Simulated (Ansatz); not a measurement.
# GaNHS (quartet): the correlation ladder at a displaced geometry (v2), cc-pVDZ

One table from this session's results is given with a row withheld; the runs are named, their logs left out.

Method: cc-pVDZ, core rule «outside noble gas», up to 20 orbitals frozen; program: Ansatz 0.2.0, Gaussian basis.

Plan: UHF; CCSD(T) on ROHF; CCSD(T) on UHF; BCCD(T) on ROHF; CISD as a restricted active space (open shells left free, so some higher excitations enter); CCSDT(Q) on ROHF; CCSDT(Q) on UHF.

26 further runs of the same task are left out: 7 for a known fault of the program, 10 that didn't finish, 9 set aside as unsound or not needed. Runs told in other sessions of the task aren't counted.

## What is computed

The geometry is a PBE0/def2-TZVP stationary point (not a proven minimum) with its atoms shifted at random (size 0.100 Å). No spin-orbit coupling is included. The filled d shell of Ga may be among the frozen orbitals whatever the setting's name suggests.

4 atoms, charge 0, spin multiplicity 4.

Atoms are counted from 1 here; the program's logs count them from 0.

Bond lengths: N1–Ga2 1.968 Å, N1–H4 1.072 Å, Ga2–S3 2.172 Å. Angles: Ga2–N1–H4 117.4°, N1–Ga2–S3 91.2°.

As a file:

| atom | x (Å) | y (Å) | z (Å) |
| --- | --- | --- | --- |
| N1 | 0.12269 | -1.40119 | 1.16556 |
| Ga2 | -0.04218 | 0.43711 | 0.48181 |
| S3 | 0.03444 | -0.26932 | -1.57086 |
| H4 | 0.11754 | -2.19731 | 0.44708 |

The first run:

in.yaml reads:

```yaml
crystal:
  periodic: [false, false, false]
  atoms:
    - {symbol: N, position_ang: [0.122690, -1.401188, 1.165564]}
    - {symbol: Ga, position_ang: [-0.042184, 0.437110, 0.481812]}
    - {symbol: S, position_ang: [0.034437, -0.269324, -1.570862]}
    - {symbol: H, position_ang: [0.117545, -2.197307, 0.447076]}
basis:
  gaussian: {orbitals: cc-pVDZ}
magnetization: {spin_polarized: true, initial_magnetization: 3}
hamiltonian: {xc: hf}
output: {orbitals: {seedname: orbitals}}
```

The run is started by

```console
$ ansatz run in.yaml --threads 1 --pin off --events-out ev --progress --plain --max-ram 2393MiB
```

Steps of the session up to this table: UHF; CCSD(T) on ROHF; CCSD(T) on UHF; BCCD(T) on ROHF; CISD as a restricted active space (open shells left free, so some higher excitations enter); CCSDT(Q) on ROHF; CCSDT(Q) on UHF.

One of the session's tables, all rows but one given; the rest of the session is left out.

| method | from RCCSDT(Q) (meV) |
| --- | --- |
| UHF | +9338.6 |
| RMP2 | +1447.4 |
| UMP2 | +1645.5 |
| RCCSD | ? |
| UCCSD | +515.0 |
| RCCSD(T) | +121.2 |
| UCCSD(T) | +163.4 |
| BCCD(T) | +140.7 |
| RCCSDT | +49.8 |
| UCCSDT | +50.4 |
| RCCSDT(Q) | 0 |
| UCCSDT(Q) | -19.2 |

Q: Estimate the row for RCCSD from the others.

As computed: from RCCSDT(Q) (meV): +540.0. In the column «from RCCSDT(Q) (meV)» it lies between UCCSD (+515.0) and RMP2 (+1447.4).

Not comparable, so not listed: CISD as a restricted active space (open shells left free, so some higher excitations enter) (they don't share determinant, frozen orbitals or solution with the rows shown, or repeat one).

To keep in mind: Left out of the table: ROHF (another determinant or state than the rows shown). Warnings: coupled cluster took another determinant than the lowest; large T1 diagnostic. Restricted and unrestricted rows rest on different reference determinants; a gap between their highest levels can come from leftover correlation error, from unlike frozen cores or from another state.
